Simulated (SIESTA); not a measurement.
Crystal: CuSn3.

```
CELL_PARAMETERS angstrom
6.62288 0.00000 0.00000
-3.31144 5.73559 0.00000
0.00000 0.00000 5.00481
ATOMIC_POSITIONS crystal
Sn 0.17234 0.34468 0.25000
Sn 0.17234 0.82766 0.25000
Sn 0.65532 0.82766 0.25000
Sn 0.82766 0.65532 0.75000
Sn 0.82766 0.17234 0.75000
Sn 0.34468 0.17234 0.75000
Cu 0.33333 0.66667 0.75000
Cu 0.66667 0.33333 0.25000
```

The cell comes from a database or a generator and needn't be the stable form of this composition.

| Item | Value |
| --- | --- |
| Program | SIESTA 5.4.2 |
| Task | single point |
| Functional | PBEsol |
| Potentials or basis | PseudoDojo 0.4 standard (PBEsol files) |
| Basis | DZP (energy shift 0.003 Ry; two zetas on semicore shells) |
| Grid cutoff | 800 Ry |
| Energy shift | 0.003 Ry |
| k mesh | 5 × 5 × 6 |
| Occupations | fermi-dirac, width 0.05 eV |
| Spin | no spin polarisation |

On this cell: pressure -2.5 GPa; largest force 0.301 eV/Å; band gap on the k mesh none (metal or under the smearing width).

The same run follows on a disturbed copy (atoms moved at random, drawn with an rms of 0.05 Å):

```
Sn Cu
1.0
     6.62288    0.00000    0.00000
    -3.31144    5.73559    0.00000
     0.00000    0.00000    5.00481
Sn Cu
6 2
Direct
  0.17852 0.35153 0.24197
  0.17901 0.82474 0.24982
  0.64926 0.82437 0.25762
  0.82630 0.65795 0.75249
  0.83459 0.18053 0.74333
  0.34134 0.17605 0.75265
  0.33695 0.67143 0.75364
  0.66695 0.32870 0.24387
```

Q: What does the disturbed cell give?

A: The energy (extrapolated to zero smearing) moves by -0.6 meV/atom; pressure -2.4 GPa; largest force 0.361 eV/Å; band gap on the k mesh none (metal or under the smearing width).

Forces in eV/Å, atoms in the order of the input:
```
Sn  -0.029  0.052  0.070
Sn   0.011 -0.018  0.023
Sn  -0.019  0.025 -0.088
Sn   0.004 -0.243  0.021
Sn  -0.325  0.116  0.049
Sn   0.343  0.086 -0.071
Cu   0.004  0.000 -0.014
Cu   0.010 -0.016  0.009
```

Stress tensor (GPa, compression positive):
```
-2.20 -0.07  0.00
-0.07 -2.27  0.29
 0.00  0.29 -2.61
```

Caveats: short orbitals over semicore shells can move pressures by several GPa; the basis of atomic orbitals isn't converged, which shifts pressures, moduli and gaps.
